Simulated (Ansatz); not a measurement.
# C3H7Al: one species, many methods

The task here is to estimate one member of a computed series from the others.

Computed with Ansatz 0.2.0, Gaussian basis. Level: functionals in def2-TZVPP, the program's frozen cores in correlated methods.

The runs, in order: LDA (SPW92), PBE-D4, revPBE-D4, BLYP-D4, r2SCAN-D4, B97M-V, PBE0-D4, B3LYP-D4, r2SCANh-D4, r2SCAN0-D4, HSE06-D4, BHLYP-D4, CAM-B3LYP-D4, LC-ωPBE, ωB97X-V, ωB97M-V, B2PLYP, PBE-QIDH; CCSD(T)/def2-SVP; CCSD(T)/def2-TZVPP; MP2/def2-QZVPP; extrapolation to the limit; RPA on PBE.

### The relaxed structure

The geometry comes from an earlier relaxation with PBE0-D4 in a triple-zeta def2 set; it is a stationary point, not always the lowest conformer.

11 atoms, charge 0, spin multiplicity 1.

Atoms are counted from 1 here; the program's logs count them from 0.

Bond lengths: C1–C2 1.490 Å, C1–H5 1.095 Å, C1–H6 1.095 Å, C1–H7 1.091 Å, C2–C3 1.340 Å, C2–H8 1.092 Å, C3–Al4 1.929 Å, C3–H9 1.092 Å, Al4–H10 1.590 Å, Al4–H11 1.589 Å. Angles: C2–C1–H5 110.7°, C2–C1–H6 110.7°, C2–C1–H7 111.6°, H5–C1–H6 106.3°, H5–C1–H7 108.7°, H6–C1–H7 108.7°, C1–C2–C3 126.3°, C1–C2–H8 114.8°, C3–C2–H8 118.9°, C2–C3–Al4 119.8°, C2–C3–H9 116.3°, Al4–C3–H9 123.9°, C3–Al4–H10 117.1°, C3–Al4–H11 122.2°, H10–Al4–H11 120.7°.

Set-up of the first run:

in.yaml reads:

```yaml
crystal:
  periodic: [false, false, false]
  atoms:
    - {symbol: C, position_ang: [-0.581483, 1.798575, 0.173245]}
    - {symbol: C, position_ang: [-0.422453, 0.333416, -0.044181]}
    - {symbol: C, position_ang: [0.705261, -0.374242, 0.110959]}
    - {symbol: Al, position_ang: [0.698962, -2.273722, -0.225200]}
    - {symbol: H, position_ang: [-1.344901, 1.996790, 0.932981]}
    - {symbol: H, position_ang: [-0.924658, 2.290840, -0.742863]}
    - {symbol: H, position_ang: [0.354455, 2.262167, 0.489137]}
    - {symbol: H, position_ang: [-1.331083, -0.184065, -0.360014]}
    - {symbol: H, position_ang: [1.587966, 0.184856, 0.427652]}
    - {symbol: H, position_ang: [-0.679478, -2.924413, -0.678040]}
    - {symbol: H, position_ang: [2.002712, -3.167202, -0.063074]}
basis:
  gaussian: {orbitals: def2-TZVPP}
hamiltonian: {xc: lda}
output: {orbitals: {seedname: orbitals}}
```

Command:

```
ansatz run in.yaml --threads 2 --pin off --events-out ev --progress --plain --max-ram 4352MiB
```

Steps of the session up to this table: LDA; PBE-D4 (GGA); revPBE-D4 (GGA); BLYP-D4 (GGA); r2SCAN-D4 (meta-GGA); B97M-V (meta-GGA); B3LYP-D4 (hybrid); r2SCANh-D4 (hybrid); r2SCAN0-D4 (hybrid); HSE06-D4 (hybrid); BHLYP-D4 (hybrid); CAM-B3LYP-D4 (range-separated); LC-ωPBE (range-separated); ωB97X-V (range-separated); ωB97M-V (range-separated); B2PLYP (double hybrid); PBE-QIDH (double hybrid).

One of the session's tables, all rows but one given; the rest of the session is left out.

It belongs to the step «Frontier levels by functional». 

| functional | HOMO (eV) | LUMO (eV) | gap (eV) |
| --- | --- | --- | --- |
| LDA (SPW92) | -6.77 | -2.51 | 4.27 |
| PBE-D4 | -6.60 | -2.28 | 4.33 |
| revPBE-D4 | -6.54 | -2.18 | 4.36 |
| BLYP-D4 | -6.42 | -2.15 | 4.27 |
| r2SCAN-D4 | -6.79 | -2.01 | 4.78 |
| B97M-V | -6.81 | -2.15 | 4.65 |
| PBE0-D4 | -7.66 | -1.47 | 6.18 |
| B3LYP-D4 | -7.42 | -1.68 | 5.75 |
| r2SCANh-D4 | -7.19 | -1.73 | 5.46 |
| r2SCAN0-D4 | -7.79 | -1.31 | 6.48 |
| HSE06-D4 | ? | ? | ? |
| BHLYP-D4 | -8.53 | -0.65 | 7.89 |
| CAM-B3LYP-D4 | -8.93 | -0.52 | 8.41 |
| LC-ωPBE | -10.33 | 0.55 | 10.88 |
| ωB97X-V | -9.94 | 0.45 | 10.39 |
| ωB97M-V | -9.86 | 0.21 | 10.07 |

Estimate the missing values for HSE06-D4.

**Answer.** HOMO (eV): -7.26; LUMO (eV): -1.84; gap (eV): 5.42. In the column «HOMO (eV)» it lies between B3LYP-D4 (-7.42) and r2SCANh-D4 (-7.19).
